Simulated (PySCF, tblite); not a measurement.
**Si4H10, a small molecule taken as a stand-in for a surface group (silicon-backed Si): NMR shifts, core binding energies and electronic excitations**

What NMR shifts, core binding energies and electronic excitations should one expect for `[SiH3][SiH]([SiH3])[SiH3]`?

Programs: tblite 0.8.0 and PySCF 2.14.0. All values are calculated, for the isolated system unless a continuum is named. Atoms count from 0, parts from 1.

### 1 The system as given

14 atoms, charge 0, multiplicity 1; geometry: distance geometry start.

### 2 Relaxing the cluster with GFN2-xTB

What the job is given:

```
{"job": {"kind": "relax", "xc": "GFN2-xTB", "basis": "xTB"}, "charge": 0, "multiplicity": 1}
Si     1.493400     0.561389    -0.836688
Si     0.018046     1.140268     0.736993
Si    -1.718031    -0.258677     0.671095
Si     0.981941     1.029045     2.712902
H      2.693843     0.186846    -0.219291
H      0.972656    -0.540405    -1.608508
H      1.735576     1.655897    -1.683298
H     -0.428618     2.461495     0.501283
H     -2.678583     0.212158    -0.268334
H     -2.309918    -0.341770     1.950286
H     -1.254487    -1.555348     0.254887
H      0.108861     1.611885     3.718817
H      1.211905    -0.354804     3.069561
H      2.219250     1.731416     2.686693
```

With the program's defaults for keys left out, this is: GFN2-xTB geometry optimisation, gas phase.

Started as:

```bash
$ OMP_NUM_THREADS=1 python cluster_run.py task.json out
```

One launch serves the whole session: the jobs run in the order shown.

**Question.** The jobs that follow are: PBE0-D3(BJ)/def2-SVP geometry optimisation, gas phase; GIAO PBE0/pcSseg-2 NMR shielding, non-relativistic, gas phase; delta-SCF UKS SCAN, pcX-2 on the ionised atom, pcseg-1 elsewhere, spin-free X2C; TDDFT CAM-B3LYP/def2-SVPD, vertical, gas phase, core orbitals frozen in the response. Predict: rotational constants (main isotopes); 1H shifts against TMS (PBE0/pcSseg-2, means over atoms taken as alike); 29Si shifts against TMS (PBE0/pcSseg-2, means over atoms taken as alike); Si2p binding energies, SCAN/pcX-2; lowest singlet (CAM-B3LYP/def2-SVPD); brightest single state of those computed; lowest triplet; vertical ionisation energy (ΔSCF).

**Answer**, as computed:

| quantity | value |
| --- | --- |
| rotational constants (main isotopes) | 1.89, 1.87, 1.05 GHz |
| 1H shifts against TMS (PBE0/pcSseg-2, means over atoms taken as alike) | 3.80, 3.80, 3.80, 3.80, 3.61, 3.61, 3.24 ppm |
| 29Si shifts against TMS (PBE0/pcSseg-2, means over atoms taken as alike) | -104.0, -104.1, -139.6 ppm |
| Si2p binding energies, SCAN/pcX-2 | Si2 106.68, Si0 106.65, Si1 106.16 eV |
| lowest singlet (CAM-B3LYP/def2-SVPD) | 6.70 eV (185 nm), f = 0.000 |
| brightest single state of those computed | state 6, 7.18 eV, f = 0.112 |
| lowest triplet | 6.05 eV |
| vertical ionisation energy (ΔSCF) | 9.81 eV |

**Reading.** The optimisation took 21 steps and gained 0.316 eV; among the close pairs (by a distance rule), Si3–H13 changed most, from 1.423 to 1.495 Å (PBE0/def2-SVP). At PBE0/pcSseg-2: The widest tensor belongs to Si1: span 30 ppm, with a paramagnetic part of -402 ppm. Si2 (silicon bonded to Si, 3 H) binds its Si2p electron 0.52 eV more tightly than Si1 (silicon bonded to 3 Si, H). The lowest singlet, at 6.70 eV, is HOMO→LUMO 0.35, HOMO−1→LUMO+1 0.30 and is dark; of the 6 states computed, the strongest absorption comes from states 5 to 6 together at 7.18 eV (the last computed, so partners may be missing). The lowest triplet lies 0.65 eV below the lowest singlet (triplets in Tamm-Dancoff, singlets in full TDDFT). ΔSCF puts the ionisation energy at 9.81 eV, 0.59 eV above −ε(HOMO). A capped cluster stands for the solid here, so long-range fields and strain are missing, and bands or shifts of the capping hydrogens have no counterpart in it.
